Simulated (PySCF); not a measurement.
# Ga: dipole response in def2-QZVPPD

Aim: the static polarisability and the C₆ coefficient of Ga, method by method.

Method: unrestricted determinants in a Gaussian basis, no spin-orbit coupling in the energies. Code: PySCF 2.14.0.

**1. The system**

```
Element     : gallium (Z = 31)
Basis       : def2-QZVPPD
Hamiltonian : no relativity, point nucleus
State 1     : Ga: [Ar] 3d10 4s2 4p1, 2P determinant
Methods     : UHF, PBE, PBE0, B3LYP
```

The outer shells:

Ga [Ar] 3d10 4s2 4p1
```
[Ar] core
3d [↑↓][↑↓][↑↓][↑↓][↑↓]
4s [↑↓]
4p [↑ ][  ][  ]
```

The runs were made by one driver on top of PySCF. The scripts below sum up each run's settings (the driver also hands on starting orbitals that pick excited configurations, and frozen orbitals as a list rather than a count), and the logs come from the driver's own runs. The driver starts from symmetry-adapted Hartree-Fock orbitals, holds the occupation by maximum overlap and uses a logarithmic radial grid for functionals, so a plain start would take other cycles.

The integrals over 95 functions and the set-up took 1.2 s of CPU time.

**2. Ga, method by method**

**UHF**

input.py

```python
from pyscf import gto, scf, dft, mp, cc
import basis_set_exchange as bse
mol = gto.M(atom="Ga 0 0 0", charge=0, spin=1, symmetry="D2h",
            basis=gto.basis.parse(bse.get_basis("def2-QZVPPD", elements=["Ga"], fmt="nwchem")))
mf = scf.UHF(mol)
mf.irrep_nelec = {'Ag': (6, 6), 'B1g': (1, 1), 'B2g': (1, 1), 'B3g': (1, 1), 'B1u': (2, 2), 'B2u': (3, 2), 'B3u': (2, 2)}
mf.kernel()
```

Output:

```text
damping factor = 0
level_shift factor = 0
DIIS = <class 'pyscf.scf.diis.CDIIS'>
diis_start_cycle = 1
diis_space = 10
diis_damp = 0
SCF conv_tol = 1e-09
SCF conv_tol_grad = None
number electrons alpha = 16  beta = 15
cycle= 1 E= -1923.263071377  delta_E= -0.00266  |g|= 0.0169  |ddm|= 0.0471
cycle= 2 E= -1923.26352330332  delta_E= -0.000452  |g|= 0.00733  |ddm|= 0.0198
cycle= 3 E= -1923.26363391939  delta_E= -0.000111  |g|= 0.000957  |ddm|= 0.0169
cycle= 4 E= -1923.26363544479  delta_E= -1.53e-06  |g|= 0.000597  |ddm|= 0.00276
cycle= 5 E= -1923.26363589103  delta_E= -4.46e-07  |g|= 0.000143  |ddm|= 0.00183
cycle= 6 E= -1923.26363595998  delta_E= -6.89e-08  |g|= 3.07e-05  |ddm|= 0.00093
cycle= 7 E= -1923.26363596223  delta_E= -2.25e-09  |g|= 5.44e-06  |ddm|= 0.000172
cycle= 8 E= -1923.26363596227  delta_E= -3.89e-11  |g|= 1.43e-06  |ddm|= 1.93e-05
converged SCF energy = -1923.26363596227  <S^2> = 0.76339183  2S+1 = 2.0133473
```

CPU time 22 s on a shared host, the integrals not counted.

Orbital energies by shell (radii are means over both spins):

```tsv
shell	electrons	mean orbital energy (eV)	spread (eV)	rms radius (bohr)
1s α	1	-10308.2	0	0.0572
1s β	1	-10308.1	0	0.0572
2s β	1	-1310.7	0	0.239
2s α	1	-1310.7	0	0.239
2p α	3	-1156.3	0.008	0.212
2p β	3	-1156.3	0.070	0.212
3s α	1	-173.99	0	0.709
3s β	1	-173.96	0	0.709
3p α	3	-121.97	0.004	0.742
3p β	3	-121.91	0.276	0.742
3d α	5	-32.448	0.193	0.893
3d β	5	-32.432	0.281	0.893
4s α	1	-12.412	0	2.69
4s β	1	-10.727	0	2.69
4p α	1	-5.870	0	3.68
```

⟨S²⟩ = 0.763, ⟨L²⟩ = 2.04.

The driver then solved the coupled dipole response at imaginary frequencies: mean α = 57.29 bohr³ (xx, yy, zz: 46.49, 78.90, 46.49), C₆ = 508.7 au for a like pair.

**PBE**

input.py differs from the last one in:

```diff
@@ -4,3 +4,3 @@
             basis=gto.basis.parse(bse.get_basis("def2-QZVPPD", elements=["Ga"], fmt="nwchem")))
-mf = scf.UHF(mol)
+mf = dft.UKS(mol, xc="PBE")
 mf.irrep_nelec = {'Ag': (6, 6), 'B1g': (1, 1), 'B2g': (1, 1), 'B3g': (1, 1), 'B1u': (2, 2), 'B2u': (3, 2), 'B3u': (2, 2)}
```

Output:

```text
damping factor = 0
level_shift factor = 0
DIIS = <class 'pyscf.scf.diis.CDIIS'>
diis_start_cycle = 1
diis_space = 10
diis_damp = 0
SCF conv_tol = 1e-09
SCF conv_tol_grad = None
number electrons alpha = 16  beta = 15
XC functionals = PBE
    J. P. Perdew, K. Burke, and M. Ernzerhof.,  Phys. Rev. Lett. 77, 3865 (1996)
    J. P. Perdew, K. Burke, and M. Ernzerhof.,  Phys. Rev. Lett. 78, 1396 (1997)
    J. P. Perdew, K. Burke, and M. Ernzerhof.,  Phys. Rev. Lett. 77, 3865 (1996)
    J. P. Perdew, K. Burke, and M. Ernzerhof.,  Phys. Rev. Lett. 78, 1396 (1997)
cycle= 1 E= -1924.55065685347  delta_E= -0.0139  |g|= 0.304  |ddm|= 0.257
cycle= 2 E= -1924.52972477856  delta_E= 0.0209  |g|= 0.51  |ddm|= 0.234
cycle= 3 E= -1924.56177320733  delta_E= -0.032  |g|= 0.00261  |ddm|= 0.152
cycle= 4 E= -1924.56177655603  delta_E= -3.35e-06  |g|= 0.0015  |ddm|= 0.007
cycle= 5 E= -1924.56177732062  delta_E= -7.65e-07  |g|= 0.000147  |ddm|= 0.00182
cycle= 6 E= -1924.56177732381  delta_E= -3.19e-09  |g|= 4.91e-06  |ddm|= 6.19e-05
cycle= 7 E= -1924.56177732383  delta_E= -1.77e-11  |g|= 9.1e-07  |ddm|= 6.84e-06
converged SCF energy = -1924.56177732383  <S^2> = 0.75232066  2S+1 = 2.0023193
```

CPU time 17 s on a shared host, the integrals not counted.

The driver then solved the coupled dipole response at imaginary frequencies: mean α = 59.88 bohr³ (xx, yy, zz: 45.75, 88.14, 45.75), C₆ = 504.8 au for a like pair.

**PBE0**

input.py differs from the last one in:

```diff
@@ -4,3 +4,3 @@
             basis=gto.basis.parse(bse.get_basis("def2-QZVPPD", elements=["Ga"], fmt="nwchem")))
-mf = dft.UKS(mol, xc="PBE")
+mf = dft.UKS(mol, xc="PBE0")
 mf.irrep_nelec = {'Ag': (6, 6), 'B1g': (1, 1), 'B2g': (1, 1), 'B3g': (1, 1), 'B1u': (2, 2), 'B2u': (3, 2), 'B3u': (2, 2)}
```

Output:

```text
damping factor = 0
level_shift factor = 0
DIIS = <class 'pyscf.scf.diis.CDIIS'>
diis_start_cycle = 1
diis_space = 10
diis_damp = 0
SCF conv_tol = 1e-09
SCF conv_tol_grad = None
number electrons alpha = 16  beta = 15
XC functionals = PBE0
    C. Adamo and V. Barone.,  J. Chem. Phys. 110, 6158 (1999)
    M. Ernzerhof and G. E. Scuseria.,  J. Chem. Phys. 110, 5029 (1999)
cycle= 1 E= -1924.59270854095  delta_E= -0.0109  |g|= 0.165  |ddm|= 0.177
cycle= 2 E= -1924.58968806327  delta_E= 0.00302  |g|= 0.227  |ddm|= 0.12
cycle= 3 E= -1924.59581610961  delta_E= -0.00613  |g|= 0.0046  |ddm|= 0.0668
cycle= 4 E= -1924.59581995012  delta_E= -3.84e-06  |g|= 0.000597  |ddm|= 0.00314
cycle= 5 E= -1924.59582003264  delta_E= -8.25e-08  |g|= 2.8e-05  |ddm|= 0.000357
cycle= 6 E= -1924.59582003375  delta_E= -1.11e-09  |g|= 5.58e-06  |ddm|= 6.43e-05
cycle= 7 E= -1924.59582003377  delta_E= -1.8e-11  |g|= 5.64e-07  |ddm|= 1.24e-05
converged SCF energy = -1924.59582003377  <S^2> = 0.75379825  2S+1 = 2.0037946
```

CPU time 34 s on a shared host, the integrals not counted.

The driver then solved the coupled dipole response at imaginary frequencies: mean α = 57.17 bohr³ (xx, yy, zz: 44.87, 81.77, 44.87), C₆ = 487.3 au for a like pair.

**B3LYP**

input.py differs from the last one in:

```diff
@@ -4,3 +4,3 @@
             basis=gto.basis.parse(bse.get_basis("def2-QZVPPD", elements=["Ga"], fmt="nwchem")))
-mf = dft.UKS(mol, xc="PBE0")
+mf = dft.UKS(mol, xc="B3LYP")
 mf.irrep_nelec = {'Ag': (6, 6), 'B1g': (1, 1), 'B2g': (1, 1), 'B3g': (1, 1), 'B1u': (2, 2), 'B2u': (3, 2), 'B3u': (2, 2)}
```

Output:

```text
damping factor = 0
level_shift factor = 0
DIIS = <class 'pyscf.scf.diis.CDIIS'>
diis_start_cycle = 1
diis_space = 10
diis_damp = 0
SCF conv_tol = 1e-09
SCF conv_tol_grad = None
number electrons alpha = 16  beta = 15
XC functionals = B3LYP
    P. J. Stephens, F. J. Devlin, C. F. Chabalowski, and M. J. Frisch.,  J. Phys. Chem. 98, 11623 (1994)
cycle= 1 E= -1924.90165366731  delta_E= -0.0136  |g|= 0.205  |ddm|= 0.222
cycle= 2 E= -1924.89596144211  delta_E= 0.00569  |g|= 0.296  |ddm|= 0.145
cycle= 3 E= -1924.90641426438  delta_E= -0.0105  |g|= 0.00479  |ddm|= 0.0866
cycle= 4 E= -1924.90641839501  delta_E= -4.13e-06  |g|= 0.000676  |ddm|= 0.00387
cycle= 5 E= -1924.90641851507  delta_E= -1.2e-07  |g|= 1.92e-05  |ddm|= 0.000587
cycle= 6 E= -1924.90641851566  delta_E= -5.89e-10  |g|= 2.76e-06  |ddm|= 6.02e-05
converged SCF energy = -1924.90641851566  <S^2> = 0.75237683  2S+1 = 2.0023754
```

It used 33 s of CPU time after the integrals (shared host).

The driver then solved the coupled dipole response at imaginary frequencies: mean α = 58.24 bohr³ (xx, yy, zz: 44.92, 84.87, 44.92), C₆ = 488.9 au for a like pair.

Radial density 4πr²ρ of Ga at UHF:

```tsv
r (bohr)	density	spin density
0.000837	0.171	0.000
0.00141	0.466	0.000
0.00237	1.24	0.000
0.00399	3.18	0.000
0.00670	7.60	0.000
0.0113	16.2	0.000
0.0190	28.6	0.000
0.0319	37.4	0.001
0.0537	33.3	0.005
0.0903	32.1	0.011
0.152	43.6	0.006
0.255	28.0	-0.010
0.430	23.7	0.007
0.722	22.1	-0.006
1.22	5.75	0.045
2.04	1.64	0.274
3.44	0.649	0.277
5.78	0.0782	0.059
9.73	0.00144	0.001
```

**3. Polarisabilities and C₆**

Ga, in atomic units:

```tsv
method	mean α	C₆ (like pair)	S(−4)
UHF	57.29	508.7	1869
PBE	59.88	504.8	2729
PBE0	57.17	487.3	2204
B3LYP	58.24	488.9	2482
```

Reference α: 50 ± 3 bohr³ (recommended; Schwerdtfeger and Nagle, table of static dipole polarizabilities (2023 update)). Published C₆: 498.0 (Chu and Dalgarno (2004); Tang, Norbeck and Certain (1976)).

α(iu) at B3LYP:

```tsv
u (hartree)	α(iu) (bohr³)
0	58.24
0.0500	52.94
0.100	43.05
0.200	27.45
0.300	18.42
0.500	9.805
0.750	5.586
1.00	3.713
1.50	2.104
2.00	1.418
3.00	0.8182
5.00	0.4057
```

**4. What came out**

| quantity | value |
| --- | --- |
| α of Ga | 57.17 (PBE0) to 59.88 (PBE) bohr³; reference 50.00 |

For Ga PBE0 is nearest the reference (+14 %). The basis is finite, and no extrapolation was made.
